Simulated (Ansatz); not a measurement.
# C₇H₁₄: one species, many methods

An exercise on one series of results from a longer session: the logs are not shown, and one member is left open.

Method: functionals in def2-TZVPP, the program's frozen cores in correlated methods; program: Ansatz 0.2.0, Gaussian basis.

Plan: LDA (SPW92), PBE-D4, revPBE-D4, BLYP-D4, r2SCAN-D4, B97M-V, PBE0-D4, B3LYP-D4, r2SCANh-D4, r2SCAN0-D4, HSE06-D4, BHLYP-D4, CAM-B3LYP-D4, LC-ωPBE, ωB97X-V, ωB97M-V, B2PLYP, PBE-QIDH; CCSD(T)/def2-SVP; CCSD(T)/def2-TZVPP; MP2/def2-QZVPP; extrapolation to the limit; RPA on PBE.

### The geometry

The geometry comes from an earlier relaxation with PBE0-D4 in a triple-zeta def2 set; it is a stationary point, not always the lowest conformer.

SMILES `CC/C=C(\C)CC`, 21 atoms, charge 0, spin multiplicity 1.

Atoms are counted from 1 here; the program's logs count them from 0.

Bond lengths: C1–C2 1.526 Å, C1–H8 1.093 Å, C1–H9 1.093 Å, C1–H10 1.093 Å, C2–C3 1.493 Å, C2–H11 1.092 Å, C2–H12 1.097 Å, C3–C4 1.334 Å, C3–H13 1.090 Å, C4–C5 1.497 Å, C4–C6 1.504 Å, C5–H14 1.094 Å, C5–H15 1.089 Å, C5–H16 1.095 Å, C6–C7 1.525 Å, C6–H17 1.093 Å, C6–H18 1.098 Å, C7–H19 1.092 Å and more. Angles: C2–C1–H8 111.0°, C2–C1–H9 111.3°, C2–C1–H10 110.8°, H8–C1–H9 107.8°, H8–C1–H10 107.5°, H9–C1–H10 108.2°, C1–C2–C3 112.1°, C1–C2–H11 109.5°, C1–C2–H12 108.8°, C3–C2–H11 111.2°, C3–C2–H12 108.9°, H11–C2–H12 106.2°, C2–C3–C4 128.7°, C2–C3–H13 114.5°, C4–C3–H13 116.8°, C3–C4–C5 124.4°, C3–C4–C6 120.2°, C5–C4–C6 115.4° and more.

The first run:

in.yaml

```yaml
crystal:
  periodic: [false, false, false]
  atoms:
    - {symbol: C, position_ang: [-1.670332, -2.370278, 0.522431]}
    - {symbol: C, position_ang: [-0.229072, -2.104335, 0.098127]}
    - {symbol: C, position_ang: [0.262623, -0.780165, 0.580986]}
    - {symbol: C, position_ang: [0.620230, 0.287360, -0.134561]}
    - {symbol: C, position_ang: [0.619704, 0.342399, -1.630592]}
    - {symbol: C, position_ang: [1.062315, 1.547439, 0.556577]}
    - {symbol: C, position_ang: [0.128290, 2.732706, 0.334042]}
    - {symbol: H, position_ang: [-1.777044, -2.308926, 1.608841]}
    - {symbol: H, position_ang: [-1.999592, -3.364215, 0.209721]}
    - {symbol: H, position_ang: [-2.346391, -1.632758, 0.083277]}
    - {symbol: H, position_ang: [-0.147745, -2.183878, -0.987974]}
    - {symbol: H, position_ang: [0.411609, -2.893259, 0.511139]}
    - {symbol: H, position_ang: [0.308083, -0.683453, 1.666040]}
    - {symbol: H, position_ang: [-0.097168, 1.083425, -1.997376]}
    - {symbol: H, position_ang: [0.371530, -0.612120, -2.091695]}
    - {symbol: H, position_ang: [1.603397, 0.650977, -2.000730]}
    - {symbol: H, position_ang: [1.151552, 1.352984, 1.628920]}
    - {symbol: H, position_ang: [2.066054, 1.816891, 0.202720]}
    - {symbol: H, position_ang: [0.068505, 3.011124, -0.720411]}
    - {symbol: H, position_ang: [0.476331, 3.609930, 0.884352]}
    - {symbol: H, position_ang: [-0.882888, 2.498174, 0.676177]}
basis:
  gaussian: {orbitals: def2-TZVPP}
hamiltonian: {xc: lda}
output: {orbitals: {seedname: orbitals}}
```

On the command line:

```bash
$ ansatz run in.yaml --threads 2 --pin off --events-out ev --progress --plain --max-ram 32768MiB --backend cuda --devices 0, --max-vram 18GiB
```

Steps of the session up to this table: LDA; PBE-D4 (GGA); revPBE-D4 (GGA); BLYP-D4 (GGA); r2SCAN-D4 (meta-GGA); B97M-V (meta-GGA); B3LYP-D4 (hybrid); r2SCANh-D4 (hybrid); r2SCAN0-D4 (hybrid); HSE06-D4 (hybrid); BHLYP-D4 (hybrid); CAM-B3LYP-D4 (range-separated); LC-ωPBE (range-separated); ωB97X-V (range-separated); ωB97M-V (range-separated); B2PLYP (double hybrid); PBE-QIDH (double hybrid).

One of the session's tables, all rows but one given; the rest of the session is left out.

It belongs to the step «Frontier levels by functional». 

```
  functional  HOMO (eV)  LUMO (eV)  gap (eV)
 LDA (SPW92)      -5.70      -0.51      5.19
      PBE-D4      -5.55      -0.30      5.24
   revPBE-D4      -5.48      -0.22      5.26
     BLYP-D4      -5.40      -0.18      5.22
   r2SCAN-D4      -5.71      -0.02      5.68
      B97M-V      -5.77      -0.04      5.73
     PBE0-D4      -6.63       0.69      7.32
    B3LYP-D4      -6.43       0.45      6.87
  r2SCANh-D4      -6.12       0.34      6.46
  r2SCAN0-D4      -6.74       0.87      7.61
    HSE06-D4      -6.23       0.32      6.54
    BHLYP-D4      -7.58       1.71      9.29
CAM-B3LYP-D4      -7.93       1.76      9.69
     LC-ωPBE      -9.27       2.95     12.23
     ωB97X-V      -8.92       2.82     11.74
     ωB97M-V          ?          ?         ?
```

**Question.** Estimate the row for ωB97M-V.

The run gave: HOMO (eV): -8.83; LUMO (eV): 2.58; gap (eV): 11.42. In the column «HOMO (eV)» it lies between ωB97X-V (-8.92) and CAM-B3LYP-D4 (-7.93).
